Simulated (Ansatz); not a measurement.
**SnTe2: a single-point run**

Wanted: a converged single-point run for SnTe2, and a check of what comes out. The structure is shown as the input types it. The cell is built on a prototype (CdCl2 type) and needn't be the phase found in nature.

Computed with Ansatz 0.2.0 (density functional or hybrid calculation with the settings of its input, plane waves (as first typed), unless a step's input says otherwise).

7 further runs of the same task are left out: 7 that didn't finish.

### 1 The system as given

Symmetry: R-3m, No. 166, trigonal system. Conventional cell: a = 4.177 Å, b = 4.177 Å, c = 18.873 Å, α = 90.00°, β = 90.00°, γ = 120.00°. Around Sn (site symmetry -3m) lie 6 Te at 2.97 Å. Te (site symmetry 3m) is surrounded by 3 Sn at 2.97 Å.

Structure file:

```
CELL_PARAMETERS angstrom
2.08831 1.20569 6.29096
-2.08831 1.20569 6.29096
0.00000 -2.41137 6.29096
ATOMIC_POSITIONS crystal
Sn 0.00000 0.00000 0.00000
Te 0.24137 0.24137 0.24137
Te 0.75863 0.75863 0.75863
```

### 2 The run

input.yaml

```yaml
crystal:
  lattice:
    - [2.0883103896, 1.2056865656, 6.2909642815]
    - [-2.0883103896, 1.2056865656, 6.2909642815]
    - [0.0, -2.4113731312, 6.2909642815]
  atoms:
    - { symbol: Sn, position: [0.0, 0.0, 0.0] }
    - { symbol: Te, position: [0.2413664391, 0.2413664391, 0.2413664391] }
    - { symbol: Te, position: [0.7586335609, 0.7586335609, 0.7586335609] }
kpoints:
  mp_grid: { grid: [6, 6, 6] }
hamiltonian:
  xc: r2scan
scf:
  occupations: { method: fermi_dirac, width: 0.02 }
  n_extra_bands: 4
  max_iter: 84
output:
  forces: true
  stress: true
  eigenvalues: true
basis:
  ecutwfc: 80
```

Run with:

```
> ansatz run input.yaml --threads 4 --pin off --max-ram 3686MiB --backend cpu --events-out ev --progress --plain --runs-dir out
```

**Question.** How will this run end, and is anything wrong with its input?

This run ends as converged, with warnings (cutoff below recommended). It gives a pressure of -134 GPa and a largest force of 4.0 eV/Å, which is large.

In the input, basis.ecutwfc is 80. The basis cutoff is far too low: the plane waves can't represent the orbitals near the cores. The potentials' recommended cutoff is 500 eV.

To check: delete basis.ecutwfc (the default then holds).
